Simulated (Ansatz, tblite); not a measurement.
# InH2(SMe) (CH₅InS): rung by rung

An exercise on one series of results from a longer session: the logs are not shown, and one member is left open.

Program: Ansatz 0.2.0, Gaussian basis. Level of theory: as each input shows. These are calculated values, not measurements.

Levels to be run: GFN1-xTB, GFN2-xTB, PBE-D4/def2-TZVP, r2SCAN-D4/def2-TZVP, r2SCANh-D4/def2-TZVP, BLYP-D4/def2-TZVP, HSE06-D4/def2-TZVP, HF/def2-TZVP, B97M-V/def2-TZVP, r2SCAN0-D4/def2-TZVP, ωB97X-V/def2-TZVP, PBE-D4/def2-SVP, PBE0-D4/def2-SVP, PBE0-D4/def2-TZVPD, PBE-D4/def2-TZVPD, r2SCAN-D4/def2-TZVPD, CCSD(T)/def2-TZVPP, MP2/def2-TZVP, RPA/def2-TZVP.

2 further runs of the same task are left out: 2 set aside as unsound or not needed. Runs told in other sessions of the task aren't counted.

### The structure

The singlet was relaxed beforehand with B3LYP-D4/def2-TZVP.

8 atoms, charge 0, spin multiplicity 1.

Bond lengths: In1–H2 1.723 Å, In1–H3 1.716 Å, In1–S4 2.397 Å, S4–C5 1.837 Å, C5–H6 1.088 Å, C5–H7 1.088 Å, C5–H8 1.088 Å. Angles: H2–In1–H3 130.3°, H2–In1–S4 113.8°, H3–In1–S4 115.9°, In1–S4–C5 103.5°, S4–C5–H6 111.9°, S4–C5–H7 108.4°, S4–C5–H8 109.1°, H6–C5–H7 109.0°, H6–C5–H8 109.1°, H7–C5–H8 109.1°.

In takes a core potential in the def2 sets. No spin-orbit coupling is included.

PBE0-D4/def2-TZVP was run before; its log isn't repeated, and its numbers join the tables.

Set-up of the first run:

Tight binding, by tblite at 300 K electronic temperature and without a spin-polarisation term:

```python
tblite.interface.Calculator('GFN1-xTB', numbers, positions, charge=0, uhf=0).singlepoint()
```

Tight binding, by tblite at 300 K electronic temperature and without a spin-polarisation term:

```python
tblite.interface.Calculator('GFN2-xTB', numbers, positions, charge=0, uhf=0).singlepoint()
```

start.molden holds the orbitals of an earlier run on this state, given as this run's starting guess.

Contents of in.yaml:

```yaml
crystal:
  periodic: [false, false, false]
  atoms:
    - {symbol: In, position_ang: [0.722632, 1.447729, -0.953213]}
    - {symbol: H, position_ang: [1.929582, 0.262210, -1.280581]}
    - {symbol: H, position_ang: [0.611396, 3.086100, -1.451505]}
    - {symbol: S, position_ang: [-1.079240, 0.643579, 0.408345]}
    - {symbol: C, position_ang: [-0.608063, -1.096248, 0.761349]}
    - {symbol: H, position_ang: [0.263686, -1.405297, 0.188534]}
    - {symbol: H, position_ang: [-1.447768, -1.739084, 0.503983]}
    - {symbol: H, position_ang: [-0.392235, -1.198990, 1.823097]}
basis:
  gaussian: {orbitals: def2-TZVP, initial_orbitals: start.molden}
hamiltonian: {xc: pbe, dispersion: d4}
scf: {omitted_lower_state_checks: [starts]}
output: {orbitals: {seedname: orbitals}}
```

Launch:

```sh
ansatz run in.yaml --threads 4 --pin off --events-out ev --progress --plain --max-ram 3916MiB
```

Among the steps run: PBE-D4/def2-TZVP; r2SCAN-D4/def2-TZVP; r2SCANh-D4/def2-TZVP; BLYP-D4/def2-TZVP; HSE06-D4/def2-TZVP; HF/def2-TZVP; B97M-V/def2-TZVP; r2SCAN0-D4/def2-TZVP; ωB97X-V/def2-TZVP; PBE-D4/def2-SVP; PBE0-D4/def2-SVP; PBE0-D4/def2-TZVPD; PBE-D4/def2-TZVPD; r2SCAN-D4/def2-TZVPD; CCSD(T)/def2-TZVPP; MP2/def2-TZVP; RPA/def2-TZVP.

One of the session's tables, all rows but one given; the rest of the session is left out.

It belongs to the step «Levels side by side». 

```
               level  HOMO (eV)  LUMO (eV)  gap (eV)
        HF/def2-TZVP      -9.39       0.74     10.12
     PBE-D4/def2-SVP      -5.62      -2.18      3.44
    PBE-D4/def2-TZVP      -5.71      -2.27      3.44
   PBE-D4/def2-TZVPD      -5.74      -2.31      3.43
   BLYP-D4/def2-TZVP      -5.57      -2.22      3.34
 r2SCAN-D4/def2-TZVP      -5.92      -2.01      3.91
r2SCAN-D4/def2-TZVPD      -5.94      -2.04      3.90
    B97M-V/def2-TZVP      -6.02      -2.29      3.73
r2SCANh-D4/def2-TZVP      -6.33      -1.78      4.56
    PBE0-D4/def2-SVP      -6.73      -1.50      5.22
   PBE0-D4/def2-TZVP      -6.80      -1.59      5.22
  PBE0-D4/def2-TZVPD      -6.83      -1.62      5.21
r2SCAN0-D4/def2-TZVP      -6.95      -1.43      5.53
  HSE06-D4/def2-TZVP      -6.41      -1.94      4.47
   ωB97X-V/def2-TZVP          ?          ?         ?
```

Q: Estimate the row for ωB97X-V/def2-TZVP from the others.

The run gave: HOMO (eV): -9.09; LUMO (eV): 0.14; gap (eV): 9.22. In the column «HOMO (eV)» it lies between HF/def2-TZVP (-9.39) and r2SCAN0-D4/def2-TZVP (-6.95).
